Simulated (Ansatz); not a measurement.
# TiTe: the cost of one run

Computed with Ansatz 0.2.0 (DFT PBEsol, scalar-relativistic, plane waves, PAW, unless a step's input says otherwise).

1 further run of the same task is left out (set aside as unsound or not needed).

## 1. The system as given

Symmetry: Fm-3m, No. 225, cubic system. Conventional cell: a = 5.470 Å, b = 5.470 Å, c = 5.470 Å, α = 90.00°, β = 90.00°, γ = 90.00°. Around Ti (site symmetry m-3m) lie 6 Te at 2.74 Å. Around Te (site symmetry m-3m) lie 6 Ti at 2.74 Å.

Coordinates:

```cif
data_structure
_symmetry_space_group_name_H-M 'P 1'
_symmetry_Int_Tables_number 1
_cell_length_a 3.8682
_cell_length_b 3.8682
_cell_length_c 9.4750
_cell_angle_alpha 90.000
_cell_angle_beta 90.000
_cell_angle_gamma 120.000
_cell_volume 122.78
loop_
_atom_site_label
_atom_site_type_symbol
_atom_site_fract_x
_atom_site_fract_y
_atom_site_fract_z
_atom_site_occupancy
Ti1 Ti 0.00000 0.00000 0.00000 1
Te1 Te 0.66667 0.33333 0.16667 1
Ti2 Ti 0.33333 0.66667 0.33333 1
Te2 Te 0.00000 0.00000 0.50000 1
Ti3 Ti 0.66667 0.33333 0.66667 1
Te3 Te 0.33333 0.66667 0.83333 1
```

This is a trial structure built by rule; it need not be a known or stable form of this composition.

(A quick probe on a coarse mesh, which set the mesh and smearing, is not shown.)

## 3. Full relaxation

The input, input.yaml:

```yaml
crystal:
  lattice:
    - [3.868162, 0.0, 0.0]
    - [-1.934081, 3.349926, 0.0]
    - [0.0, 0.0, 9.475022]
  atoms:
    - { symbol: Ti, position: [0.0, 0.0, 0.0] }
    - { symbol: Te, position: [0.66666667, 0.33333333, 0.16666667] }
    - { symbol: Ti, position: [0.33333333, 0.66666667, 0.33333333] }
    - { symbol: Te, position: [0.0, 0.0, 0.5] }
    - { symbol: Ti, position: [0.66666667, 0.33333333, 0.66666667] }
    - { symbol: Te, position: [0.33333333, 0.66666667, 0.83333333] }
basis:
  ecutwfc: 420
kpoints:
  mp_grid: { grid: [12, 12, 4] }
hamiltonian:
  xc: pbesol
scf:
  occupations: { method: gaussian, width: 0.1 }
output:
  forces: true
  stress: true
  eigenvalues: true
relax:
  adjacent_minimum: "off"
  f_tol: 0.005
  max_steps: 80
  cell: { stress_tol: 0.05 }
```

Launch:

```bash
$ ansatz run input.yaml --threads 1 --pin off --max-ram 2560MiB --backend cpu --events-out ev --progress --plain --runs-dir out
```

**Question.** How long does this run take on 1 thread of Intel Xeon Platinum 8488C (Sapphire Rapids), shared host, and how much memory does it need?

About 2.4 min, with a peak of 0.67 GiB.
